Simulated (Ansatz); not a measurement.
**C₆H₁₈BrHfN₃: basis-set convergence**

One table from this session's results is given with a row withheld; the runs are named, their logs left out.

The runs use Ansatz 0.2.0, Gaussian basis; one geometry, several basis sets.

Plan: PBE0-D4/def2-SVP; ωB97M-V/def2-SVP; PBE0-D4/def2-QZVPP; ωB97M-V/def2-QZVPP; the functionals' def2-TZVPP values are taken from earlier runs.

1 further run of the same task is left out (for a known fault of the program).

### The relaxed structure

All runs share one geometry, relaxed beforehand with PBE0-D4 in a triple-zeta def2 set. Hf takes the def2 core potential; no spin-orbit term is included.

SMILES `C[N](C)[Hf]([Br])([N](C)C)[N](C)C`, 29 atoms, charge 0, spin multiplicity 1.

Atoms are counted from 1 here; the program's logs count them from 0.

Bond lengths: C1–N2 1.448 Å, C1–H12 1.100 Å, C1–H13 1.099 Å, C1–H14 1.097 Å, N2–C3 1.442 Å, N2–Hf4 2.031 Å, C3–H15 1.100 Å, C3–H16 1.100 Å, C3–H17 1.092 Å, Hf4–Br5 2.564 Å, Hf4–N6 2.032 Å, Hf4–N9 2.031 Å, N6–C7 1.448 Å, N6–C8 1.442 Å, C7–H18 1.099 Å, C7–H19 1.100 Å, C7–H20 1.097 Å, C8–H21 1.100 Å and more. Angles: N2–C1–H12 111.6°, N2–C1–H13 111.8°, N2–C1–H14 111.1°, H12–C1–H13 107.8°, H12–C1–H14 107.3°, H13–C1–H14 106.9°, C1–N2–C3 112.1°, C1–N2–Hf4 117.3°, C3–N2–Hf4 130.6°, N2–C3–H15 111.6°, N2–C3–H16 111.4°, N2–C3–H17 110.6°, H15–C3–H16 107.2°, H15–C3–H17 108.1°, H16–C3–H17 107.7°, N2–Hf4–Br5 111.2°, N2–Hf4–N6 107.7°, N2–Hf4–N9 107.7° and more.

Set-up of the first run:

in.yaml reads:

```yaml
crystal:
  periodic: [false, false, false]
  atoms:
    - {symbol: C, position_ang: [-1.520157, -2.590995, 0.292277]}
    - {symbol: N, position_ang: [-1.377674, -1.175335, 0.562951]}
    - {symbol: C, position_ang: [-2.102258, -0.773021, 1.743218]}
    - {symbol: Hf, position_ang: [-0.288166, -0.079988, -0.756188]}
    - {symbol: Br, position_ang: [-1.195604, -0.332572, -3.140705]}
    - {symbol: N, position_ang: [-0.348407, 1.857908, -0.149484]}
    - {symbol: C, position_ang: [-1.627128, 2.535187, -0.211663]}
    - {symbol: C, position_ang: [0.705735, 2.729799, 0.307390]}
    - {symbol: N, position_ang: [1.640676, -0.705980, -0.634996]}
    - {symbol: C, position_ang: [2.246494, -1.723314, 0.188345]}
    - {symbol: C, position_ang: [2.595244, -0.094809, -1.536665]}
    - {symbol: H, position_ang: [-1.126322, -3.203214, 1.116375]}
    - {symbol: H, position_ang: [-2.570782, -2.872285, 0.136560]}
    - {symbol: H, position_ang: [-0.974836, -2.877048, -0.616171]}
    - {symbol: H, position_ang: [-3.177771, -0.982739, 1.649569]}
    - {symbol: H, position_ang: [-1.743626, -1.305861, 2.635821]}
    - {symbol: H, position_ang: [-1.979986, 0.297014, 1.923325]}
    - {symbol: H, position_ang: [-1.600188, 3.394167, -0.896320]}
    - {symbol: H, position_ang: [-1.940278, 2.902073, 0.776490]}
    - {symbol: H, position_ang: [-2.414362, 1.862048, -0.574443]}
    - {symbol: H, position_ang: [0.499283, 3.114947, 1.316543]}
    - {symbol: H, position_ang: [0.827307, 3.599945, -0.354163]}
    - {symbol: H, position_ang: [1.657688, 2.196020, 0.343714]}
    - {symbol: H, position_ang: [1.506265, -2.168646, 0.856284]}
    - {symbol: H, position_ang: [2.685803, -2.527860, -0.419261]}
    - {symbol: H, position_ang: [3.052674, -1.308869, 0.810891]}
    - {symbol: H, position_ang: [3.410545, 0.400163, -0.989545]}
    - {symbol: H, position_ang: [2.114953, 0.666069, -2.165006]}
    - {symbol: H, position_ang: [3.044868, -0.832794, -2.215186]}
basis:
  gaussian: {orbitals: def2-SVP}
hamiltonian: {xc: pbe0, dispersion: d4}
output: {orbitals: {seedname: orbitals}}
```

The run is started by

```bash
ansatz run in.yaml --threads 11 --pin off --events-out ev --progress --plain --max-ram 174080MiB --backend cuda --devices 0, --max-vram 75GiB
```

Steps of the session up to this table: PBE0-D4 in def2-SVP; ωB97M-V in def2-SVP; PBE0-D4 in def2-QZVPP; ωB97M-V in def2-QZVPP.

One of the session's tables, all rows but one given; the rest of the session is left out.

| functional | basis | HOMO (eV) | LUMO (eV) |
| --- | --- | --- | --- |
| PBE0-D4 | def2-SVP | -6.35 | 0.16 |
| PBE0-D4 | def2-TZVPP | -6.42 | 0.08 |
| PBE0-D4 | def2-QZVPP | ? | ? |
| ωB97M-V | def2-SVP | -8.66 | 1.90 |
| ωB97M-V | def2-TZVPP | -8.73 | 1.46 |
| ωB97M-V | def2-QZVPP | -8.75 | 0.93 |

**Question.** Estimate the row for PBE0-D4, def2-QZVPP.

**Answer.** HOMO (eV): -6.44; LUMO (eV): -0.03. In the column «HOMO (eV)» it lies between ωB97M-V, def2-SVP (-8.66) and PBE0-D4, def2-TZVPP (-6.42).
